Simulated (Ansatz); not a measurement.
# Al: the cost of one run

Program: Ansatz 0.2 early development. Level of theory: run time, RPA energy, PBE, NC. These are calculated values, not measurements.

**1. Starting point**

Symmetry: Fm-3m, No. 225, cubic system. The conventional cell has a = 4.046 Å, b = 4.046 Å, c = 4.046 Å, α = 90.00°, β = 90.00°, γ = 90.00°. Al (site symmetry m-3m) has 12 Al at 2.86 Å as nearest neighbours.

As a file:

```cif
data_structure
_symmetry_space_group_name_H-M 'P 1'
_symmetry_Int_Tables_number 1
_cell_length_a 2.8610
_cell_length_b 2.8610
_cell_length_c 2.8610
_cell_angle_alpha 60.000
_cell_angle_beta 60.000
_cell_angle_gamma 60.000
_cell_volume 16.56
loop_
_atom_site_label
_atom_site_type_symbol
_atom_site_fract_x
_atom_site_fract_y
_atom_site_fract_z
_atom_site_occupancy
Al1 Al 0.00000 0.00000 0.00000 1
```

**2. The run**

input.yaml

```yaml
crystal:
  lattice:
    - [0, 2.023, 2.023]
    - [2.023, 0, 2.023]
    - [2.023, 2.023, 0]
  atoms:
    - { symbol: Al, position: [0, 0, 0] }
basis:
  ecutwfc: "560 eV"
  precision: f64
  ecutrho_ratio: 4
kpoints:
  mp_grid: { grid: [8, 8, 8], shift: [0, 0, 0] }
hamiltonian:
  xc: pbe
  pseudopotentials: { kind: nc, accuracy: standard }
scf:
  occupations: { method: fermi_dirac, width: "0.1 eV" }
  convergence: { dr2_threshold: "1e-8 eV" }
output:
  rpa_energy:
    n_bands: 60
    ecut_chi_ladder: ["150 eV", "175 eV", "200 eV"]
    long_wavelength: mesh_fit
```

Command:

```sh
> ansatz run input --backend cpu --pin auto --threads 8 --events-out ev
```

Q: Estimate wall time and peak memory on 8 threads of Arm Neoverse V2 (Grace), shared host.

About 13 s, with a peak of 0.91 GiB.
